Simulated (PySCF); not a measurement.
# C4H4N2O (pyrimidine-1-oxide): the cost of one run

Programs: PySCF 2.14.0, with routines of our own; each step states its level. All values are computed. Atoms count from 0.

## (1) The system as given

11 atoms, charge 0, multiplicity 1; geometry from: GFN2-xTB.

## (2) Optimising the geometry at PBE0-D3(BJ)/def2-SVP

The job: settings as JSON, then the geometry in Å.

```
{"job": {"xc": "PBE0", "basis": "def2-SVP", "d3": "d3bj", "grid": 2, "kind": "geom"}, "charge": 0, "multiplicity": 1}
O      2.488416     0.237170    -0.005553
N      1.253598     0.048425    -0.006109
C      0.372109     1.079803     0.026439
C     -0.983145     0.841849     0.024584
C     -1.415974    -0.477288    -0.009918
N     -0.545642    -1.477626    -0.041379
C      0.725533    -1.210705    -0.039801
H      0.809315     2.066770     0.053624
H     -1.677884     1.665499     0.049539
H     -2.459844    -0.749267    -0.011914
H      1.438943    -2.021958    -0.065478
```

Started as:

```sh
OMP_NUM_THREADS=1 python excited_run.py task.json out
```

This one command runs all jobs of the session in turn.

Q: Estimate the wall time and peak memory of this first job on 1 thread of Arm Neoverse V1, shared host.

About 27 s, with a peak of 0.63 GiB.
